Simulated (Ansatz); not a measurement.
# VMo2S6: the cost of one run

Computed with Ansatz 0.2.0 (DFT PBE, scalar-relativistic, plane waves, PAW, unless a step's input says otherwise).

## Step 1: The structure to begin with

It takes space group P-3m1 (No. 164, trigonal). The conventional cell has a = 3.369 Å, b = 3.369 Å, c = 19.488 Å, α = 90.00°, β = 90.00°, γ = 120.00°. V (site symmetry -3m) is surrounded by 6 S at 2.53 Å. Mo (site symmetry 3m) has 6 S at 2.53 Å as nearest neighbours. Around S (site symmetry 3m) lie 3 V at 2.53 Å. S (site symmetry 3m) has 3 Mo at 2.53 Å as nearest neighbours.

Coordinates:

```cif
data_structure
_symmetry_space_group_name_H-M 'P 1'
_symmetry_Int_Tables_number 1
_cell_length_a 3.3685
_cell_length_b 3.3685
_cell_length_c 19.4876
_cell_angle_alpha 90.000
_cell_angle_beta 90.000
_cell_angle_gamma 120.000
_cell_volume 191.50
loop_
_atom_site_label
_atom_site_type_symbol
_atom_site_fract_x
_atom_site_fract_y
_atom_site_fract_z
_atom_site_occupancy
V1 V 0.00000 0.00000 0.00000 1
Mo1 Mo 0.66667 0.33333 0.66667 1
Mo2 Mo 0.33333 0.66667 0.33333 1
S1 S 0.33333 0.66667 0.08333 1
S2 S 0.66667 0.33333 0.41667 1
S3 S 0.00000 0.00000 0.75000 1
S4 S 0.33333 0.66667 0.58333 1
S5 S 0.66667 0.33333 0.91667 1
S6 S 0.00000 0.00000 0.25000 1
```

The start is an ordering of an alloy on its end members' structure types: elements ordered on the sites of the MoS2 type, V/Mo on Mo (P-3m1, No. 164).

## Step 2: Probe: one point on a coarse mesh

Input file input.yaml:

```yaml
crystal:
  lattice:
    - [3.36850335, 0.0, 0.0]
    - [-1.68425168, 2.91720948, 0.0]
    - [0.0, 0.0, 19.48759473]
  atoms:
    - { symbol: V, position: [0.0, 0.0, 0.0], spin: -2.0 }
    - { symbol: Mo, position: [0.66666667, 0.33333333, 0.66666667], spin: 1.0 }
    - { symbol: Mo, position: [0.33333333, 0.66666667, 0.33333333], spin: 1.0 }
    - { symbol: S, position: [0.33333333, 0.66666667, 0.08333333] }
    - { symbol: S, position: [0.66666667, 0.33333333, 0.41666667] }
    - { symbol: S, position: [0.0, 0.0, 0.75] }
    - { symbol: S, position: [0.33333333, 0.66666667, 0.58333333] }
    - { symbol: S, position: [0.66666667, 0.33333333, 0.91666667] }
    - { symbol: S, position: [0.0, 0.0, 0.25] }
basis:
  ecutwfc: 420
kpoints:
  mp_grid: { grid: [6, 6, 1] }
hamiltonian:
  xc: pbe
scf:
  occupations: { method: gaussian, width: 0.1 }
  lower_state_search: "off"
output:
  forces: true
  stress: true
  eigenvalues: true
  populations: true
magnetization:
  spin_polarized: true
```

Command:

```bash
$ ansatz run input.yaml --threads 1 --pin off --max-ram 2560MiB --backend cpu --events-out ev --progress --plain --runs-dir out
```

**Question.** How long does this run take on 1 thread of Intel Xeon 6975P-C (Granite Rapids), shared host, and how much memory does it need?

About 11 s, with a peak of 0.55 GiB.
